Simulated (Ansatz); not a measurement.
# GaF in Ansatz: the effect of target pressure

The system is GaF.

```
Ga F
1.0
     0.00000    2.84624    2.84624
     2.84624    0.00000    2.84624
     2.84624    2.84624    0.00000
Ga F
1 1
Direct
  0.25000 0.25000 0.25000
  0.00000 0.00000 0.00000
```

The cell was built by a generator and needn't be a form met in nature.

Alike in all runs:

| Quantity | Value |
| --- | --- |
| Program | Ansatz 0.2.0 |
| Task | relaxation of cell and atoms |
| Functional | PBE |
| Potentials or basis | Ansatz PAW |
| Cutoff | 420 eV (not typed: the program's choice for these potentials) |
| k mesh | 8 × 8 × 8 |
| Occupations | fermi-dirac, width 0.05 eV |
| Spin | no spin polarisation |

Each run relaxes the cell or the atoms first.

| target pressure | relaxed volume (Å³/atom) | gap on the mesh (eV) |
| --- | --- | --- |
| 0 GPa | 23.06 | 2.27 |
| 2 GPa | 21.58 | 1.99 |
| 5 GPa | 20.01 | 1.64 |
| 10 GPa | 18.24 | 1.16 |
| 20 GPa | 16.04 | 0.39 |
| 30 GPa | ? | ? |

What does the run with target pressure 30 GPa give?

Relaxed volume 14.57 Å³/atom; gap on the mesh none.

Worked out: In Murnaghan's law V^(-B') rises as a straight line in P. The other rows fit best with B' = 3.5, V0 = 23.05 Å³/atom and B0 = 27 GPa, which gives 14.70 Å³/atom at 30 GPa, against the run's 14.57.

Caveats: the plane-wave basis is chosen anew once the cell has moved, so the energies of steps on either side of that aren't comparable; the volume moved by over 15 % at a fixed basis, so the end points are rough (some runs).

A k mesh can miss the band edges.

A gap of «none» marks a metal or a gap under the smearing width.
